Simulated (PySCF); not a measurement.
**C6H19N3Si: a look at the electrons**

Aim: take C6H19N3Si and localise its valence orbitals, analyse its density (charges, bond critical points, surface potential) and measure its response to a uniform field.

Method: levels as typed in each script, gas phase, geometry from GFN2-xTB; program: PySCF 2.14.0.

## (1) The starting structure

SMILES `CN(C)[SiH](N(C)C)N(C)C`, 29 atoms, charge 0, spin multiplicity 1.

Bond lengths: C1–N2 1.441 Å, C1–H11 1.095 Å, C1–H12 1.097 Å, C1–H13 1.084 Å, N2–C3 1.441 Å, N2–Si4 1.722 Å, C3–H14 1.084 Å, C3–H15 1.097 Å, C3–H16 1.095 Å, Si4–N5 1.730 Å, Si4–N8 1.730 Å, Si4–H17 1.469 Å, N5–C6 1.442 Å, N5–C7 1.438 Å, C6–H18 1.098 Å, C6–H19 1.086 Å, C6–H20 1.096 Å, C7–H21 1.095 Å and more. Angles: N2–C1–H11 110.1°, N2–C1–H12 111.4°, N2–C1–H13 109.6°, H11–C1–H12 107.9°, H11–C1–H13 109.2°, H12–C1–H13 108.5°, C1–N2–C3 111.8°, C1–N2–Si4 121.1°, C3–N2–Si4 121.2°, N2–C3–H14 109.7°, N2–C3–H15 111.4°, N2–C3–H16 110.1°, H14–C3–H15 108.5°, H14–C3–H16 109.2°, H15–C3–H16 107.9°, N2–Si4–N5 105.2°, N2–Si4–N8 105.4°, N2–Si4–H17 117.0° and more.

Geometry (Å):

```
atom    x (Å)    y (Å)    z (Å)
  C1   1.3559  -2.3075   0.2073
  N2   0.1127  -1.5873   0.0985
  C3  -1.0246  -2.4692   0.1658
 Si4  -0.0056   0.0590   0.5882
  N5   1.4398   0.8114   0.0064
  C6   1.8881   0.6563  -1.3553
  C7   1.9764   1.9962   0.6210
  N8  -1.5371   0.6066  -0.0029
  C9  -2.2644   1.6705   0.6360
 C10  -1.9289   0.4312  -1.3795
 H11   1.4657  -2.9975  -0.6361
 H12   1.3978  -2.8960   1.1324
 H13   2.1842  -1.6074   0.2060
 H14  -1.9396  -1.8885   0.1278
 H15  -1.0220  -3.0559   1.0932
 H16  -1.0070  -3.1697  -0.6758
 H17  -0.0287   0.3261   2.0323
 H18   1.5943   1.5130  -1.9763
 H19   1.4579  -0.2448  -1.7819
 H20   2.9807   0.5783  -1.3868
 H21   3.0707   1.9615   0.6111
 H22   1.6378   2.0618   1.6507
 H23   1.6624   2.9066   0.0928
 H24  -1.9609   1.7508   1.6755
 H25  -3.3396   1.4664   0.5974
 H26  -2.0866   2.6374   0.1459
 H27  -2.9961   0.1893  -1.4407
 H28  -1.3577  -0.3792  -1.8221
 H29  -1.7570   1.3431  -1.9669
```

## (2) Localised orbitals (CAM-B3LYP/def2-svp)

input.py

```python
import numpy as np
from pyscf import gto, scf, dft, lo
from pyscf.data.elements import chemcore

def solve(mol, dm0=None, hcore=None):
    mf = (dft.UKS if mol.spin else dft.RKS)(mol, xc='camb3lyp')
    mf.grids.level = 3
    mf = mf.density_fit(auxbasis='def2-universal-jkfit')
    mf.conv_tol, mf.max_cycle = 1e-8, 80
    if hcore is not None:
        mf.get_hcore = lambda *args: hcore
    mf.kernel(dm0)
    if not mf.converged:
        mf = mf.newton().run(mf.mo_coeff, mf.mo_occ, max_cycle=30)
    assert mf.converged, 'SCF not converged'
    return mf

mol = gto.M(atom='''
C      1.35594    -2.30750     0.20726
N      0.11272    -1.58732     0.09855
C     -1.02456    -2.46924     0.16584
Si    -0.00565     0.05900     0.58823
N      1.43981     0.81137     0.00644
C      1.88805     0.65630    -1.35530
C      1.97639     1.99615     0.62097
N     -1.53708     0.60657    -0.00287
C     -2.26443     1.67051     0.63596
C     -1.92895     0.43122    -1.37946
H      1.46572    -2.99750    -0.63611
H      1.39777    -2.89603     1.13243
H      2.18417    -1.60744     0.20596
H     -1.93963    -1.88848     0.12777
H     -1.02196    -3.05588     1.09316
H     -1.00696    -3.16970    -0.67579
H     -0.02869     0.32606     2.03230
H      1.59432     1.51301    -1.97628
H      1.45790    -0.24479    -1.78188
H      2.98066     0.57828    -1.38684
H      3.07074     1.96151     0.61107
H      1.63781     2.06179     1.65071
H      1.66245     2.90655     0.09279
H     -1.96088     1.75077     1.67553
H     -3.33965     1.46642     0.59737
H     -2.08664     2.63741     0.14591
H     -2.99610     0.18929    -1.44075
H     -1.35766    -0.37924    -1.82213
H     -1.75702     1.34308    -1.96686
''', basis='def2-svp', charge=0, spin=0, verbose=4)
mf = solve(mol)
occ_all = mf.mo_coeff[:, mf.mo_occ > 0]
occ = occ_all[:, chemcore(mol):]
loc = lo.ibo.ibo(mol, occ, iaos=lo.iao.iao(mol, occ_all))
fock, s = mf.get_fock(), mf.get_ovlp()
ortho = lo.orth_ao(mol, 'meta_lowdin')
ortho = lo.vec_lowdin(lo.iao.iao(mol, occ_all), s)
labels = lo.iao.reference_mol(mol).ao_labels(fmt=None)
vir = lo.vvo.livvo(mol, occ_all, mf.mo_coeff[:, mf.mo_occ == 0])
both = np.hstack([loc, vir])
p = (ortho.T @ s @ both) ** 2
pop = np.array([p[[l[0] == a for l in labels]].sum(0) for a in range(mol.natm)])
spd = np.array([[p[[l[0] == a and l[2][-1] == k for l in labels]].sum(0) for k in 'spd'] for a in range(mol.natm)])
eps = np.einsum('pi,pq,qi->i', both, fock, both)
for i in np.argsort(eps):
    top = np.argsort(-pop[:, i])[:3]
    print('%3d %s %9.4f Eh ' % (i + 1, 'occ' if i < loc.shape[1] else 'vir', eps[i]), '  '.join('%s%d %.3f' % (mol.atom_symbol(a), a + 1, pop[a, i]) for a in top))
np.savez('result.npz', c=both, nocc=loc.shape[1], pop=pop, spd=spd, eps=eps, e=mf.e_tot)
```

Started as:

```
$ OMP_NUM_THREADS=1 python input.py
```

## (4) Density, bond paths and surface potential (BLYP/cc-pvdz)

input.py

```python
import numpy as np
from pyscf import gto, scf, dft
from pyscf.scf import atom_ks, atom_hf
from scipy.linalg import block_diag

def solve(mol, dm0=None, hcore=None):
    mf = (dft.UKS if mol.spin else dft.RKS)(mol, xc='blyp')
    mf.grids.level = 3
    mf = mf.density_fit(auxbasis='def2-universal-jkfit')
    mf.conv_tol, mf.max_cycle = 1e-8, 80
    if hcore is not None:
        mf.get_hcore = lambda *args: hcore
    mf.kernel(dm0)
    if not mf.converged:
        mf = mf.newton().run(mf.mo_coeff, mf.mo_occ, max_cycle=30)
    assert mf.converged, 'SCF not converged'
    return mf

mol = gto.M(atom='''
C      1.35594    -2.30750     0.20726
N      0.11272    -1.58732     0.09855
C     -1.02456    -2.46924     0.16584
Si    -0.00565     0.05900     0.58823
N      1.43981     0.81137     0.00644
C      1.88805     0.65630    -1.35530
C      1.97639     1.99615     0.62097
N     -1.53708     0.60657    -0.00287
C     -2.26443     1.67051     0.63596
C     -1.92895     0.43122    -1.37946
H      1.46572    -2.99750    -0.63611
H      1.39777    -2.89603     1.13243
H      2.18417    -1.60744     0.20596
H     -1.93963    -1.88848     0.12777
H     -1.02196    -3.05588     1.09316
H     -1.00696    -3.16970    -0.67579
H     -0.02869     0.32606     2.03230
H      1.59432     1.51301    -1.97628
H      1.45790    -0.24479    -1.78188
H      2.98066     0.57828    -1.38684
H      3.07074     1.96151     0.61107
H      1.63781     2.06179     1.65071
H      1.66245     2.90655     0.09279
H     -1.96088     1.75077     1.67553
H     -3.33965     1.46642     0.59737
H     -2.08664     2.63741     0.14591
H     -2.99610     0.18929    -1.44075
H     -1.35766    -0.37924    -1.82213
H     -1.75702     1.34308    -1.96686
''', basis='cc-pvdz', charge=0, spin=0, verbose=4)
mf = solve(mol)
mf.analyze()
# spherically averaged free atoms, for the promolecule
atm = atom_ks.get_atm_nrks(mol, xc='blyp')
pro = block_diag(*[(atm[a[0]][2] * atm[a[0]][3]) @ atm[a[0]][2].T for a in mol._atom])
np.savez('result.npz', e=mf.e_tot, c=mf.mo_coeff, occ=mf.mo_occ, eps=mf.mo_energy, pro=pro, dip=mf.dip_moment(verbose=0), s2=mf.spin_square()[0])
```

## (6) Response to an electric field (BLYP/6-31g*)

input.py

```python
import numpy as np
from pyscf import gto, scf, dft
from pyscf.scf import atom_ks, atom_hf
from scipy.linalg import block_diag

def solve(mol, dm0=None, hcore=None):
    mf = (dft.UKS if mol.spin else dft.RKS)(mol, xc='blyp')
    mf.grids.level = 3
    mf = mf.density_fit(auxbasis='def2-universal-jkfit')
    mf.conv_tol, mf.max_cycle = 1e-8, 80
    if hcore is not None:
        mf.get_hcore = lambda *args: hcore
    mf.kernel(dm0)
    if not mf.converged:
        mf = mf.newton().run(mf.mo_coeff, mf.mo_occ, max_cycle=30)
    assert mf.converged, 'SCF not converged'
    return mf

mol = gto.M(atom='''
C      1.35594    -2.30750     0.20726
N      0.11272    -1.58732     0.09855
C     -1.02456    -2.46924     0.16584
Si    -0.00565     0.05900     0.58823
N      1.43981     0.81137     0.00644
C      1.88805     0.65630    -1.35530
C      1.97639     1.99615     0.62097
N     -1.53708     0.60657    -0.00287
C     -2.26443     1.67051     0.63596
C     -1.92895     0.43122    -1.37946
H      1.46572    -2.99750    -0.63611
H      1.39777    -2.89603     1.13243
H      2.18417    -1.60744     0.20596
H     -1.93963    -1.88848     0.12777
H     -1.02196    -3.05588     1.09316
H     -1.00696    -3.16970    -0.67579
H     -0.02869     0.32606     2.03230
H      1.59432     1.51301    -1.97628
H      1.45790    -0.24479    -1.78188
H      2.98066     0.57828    -1.38684
H      3.07074     1.96151     0.61107
H      1.63781     2.06179     1.65071
H      1.66245     2.90655     0.09279
H     -1.96088     1.75077     1.67553
H     -3.33965     1.46642     0.59737
H     -2.08664     2.63741     0.14591
H     -2.99610     0.18929    -1.44075
H     -1.35766    -0.37924    -1.82213
H     -1.75702     1.34308    -1.96686
''', basis='6-31g*', charge=0, spin=0, verbose=4)
field = np.array([-0.01, -0.0, -0.0])  # atomic units
mol.set_common_orig(mol.atom_charges() @ mol.atom_coords() / mol.atom_charges().sum())
mf = solve(mol)
out = dict(dm0=mf.make_rdm1(), d0=mf.dip_moment(unit='AU'), e0=mf.e_tot)
for name, sign in (('p', 1), ('m', -1)):
    h = mf.get_hcore() + sign * np.einsum('x,xij->ij', field, mol.intor('int1e_r'))
    mi = solve(mol, mf.make_rdm1(), h)
    out.update({'dm' + name: mi.make_rdm1(), 'd' + name: mi.dip_moment(unit='AU'), 'e' + name: mi.e_tot})
# spherically averaged free atoms, for the promolecule
atm = atom_ks.get_atm_nrks(mol, xc='blyp')
pro = block_diag(*[(atm[a[0]][2] * atm[a[0]][3]) @ atm[a[0]][2].T for a in mol._atom])
np.savez('result.npz', pro=pro, **out)
```

(Steps that only read results are left out.)

Q: Predict the outcome of this session. Wanted: dipole moment; HOMO, LUMO; polarisability along the field.

As calculated:

```
                                                     quantity           value
localised occupied orbitals above −45 eV (CAM-B3LYP/def2-svp)              31
                                 dipole moment (BLYP/cc-pvdz)          0.54 D
                                    HOMO, LUMO (BLYP/cc-pvdz)  -4.17, 0.72 eV
                 polarisability along the field (BLYP/6-31g*)     113.1 bohr³
```

**Reading.** At BLYP/cc-pvdz: The highest Hirshfeld charge is on Si4 (+0.40 e), the lowest on N8 (−0.15 e). All values hold at the given geometry, in the gas phase.
